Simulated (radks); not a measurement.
**Nuclear size and the levels of Si⁺**

Aim: how the total energy, the levels and the density at the nucleus of Si⁺ respond when the nuclear radius is scaled.

Method: Dirac Kohn-Sham, BLYP, spin-unpolarised, spherical densities, finite nucleus; open shells are shared between the two j in proportion to 2j + 1. Code: radks (a radial shooting solver on a logarithmic mesh, Libxc functionals) version 1.

## (1) The atom as given

| Property | Result |
| --- | --- |
| element | silicon (Z = 14) |
| charge | +1 |
| electrons | 13 |
| configuration | [Ne] 3s2 3p1 |
| nuclear rms radius | 3.1224 fm |

The outer shells:

Si⁺
```
[Ne] core
3s [↑↓]
3p [↑ ][  ][  ]
```

## (2) rms radius 3.1224 fm

The run's settings:

```text
Z 14
configuration [Ne] 3s2 3p1 4s0 3d0
relativity Dirac
functional b88,lyp
spin unpolarised
j_filling average
nucleus finite rms 3.1224 fm
c 137.035999084
```

## (3) rms radius 2.5604 fm

Settings, as their differences from step 2:

```diff
@@ -6,3 +6,3 @@
 j_filling average
-nucleus finite rms 3.1224 fm
+nucleus finite rms 2.5604 fm
 c 137.035999084
```

## (4) rms radius 2.9756 fm

Settings, as their differences from step 3:

```diff
@@ -6,3 +6,3 @@
 j_filling average
-nucleus finite rms 2.5604 fm
+nucleus finite rms 2.9756 fm
 c 137.035999084
```

## (5) rms radius 3.3472 fm

Settings, as their differences from step 4:

```diff
@@ -6,3 +6,3 @@
 j_filling average
-nucleus finite rms 2.9756 fm
+nucleus finite rms 3.3472 fm
 c 137.035999084
```

## (6) rms radius 3.5502 fm

Settings, as their differences from step 5:

```diff
@@ -6,3 +6,3 @@
 j_filling average
-nucleus finite rms 3.3472 fm
+nucleus finite rms 3.5502 fm
 c 137.035999084
```

Before running it: what results should come out? Wanted: for each run, rms radius; total energy shift; density at nucleus; 1s1/2 shift.

As calculated:

| rms radius (fm) | total energy shift (eV) | density at nucleus (e/bohr³) | 1s1/2 shift (meV) |
| --- | --- | --- | --- |
| 2.5604 | -0.00174 | 1917 | -0.723 |
| 2.9756 | -0.000486 | 1913 | -0.202 |
| 3.1224 | 0 | 1912 | 0 |
| 3.3472 | 0.000790 | 1910 | 0.329 |
| 3.5502 | 0.00155 | 1909 | 0.645 |

In words: Shifts are against the first run. Over the range the 1s1/2 level moves by 0.00137 eV and the 1s1/2 level by 1.37 meV. A larger nucleus binds the 1s electrons less and lowers the density at its centre. These are shifts of eigenvalues, not the field shifts of spectral lines.
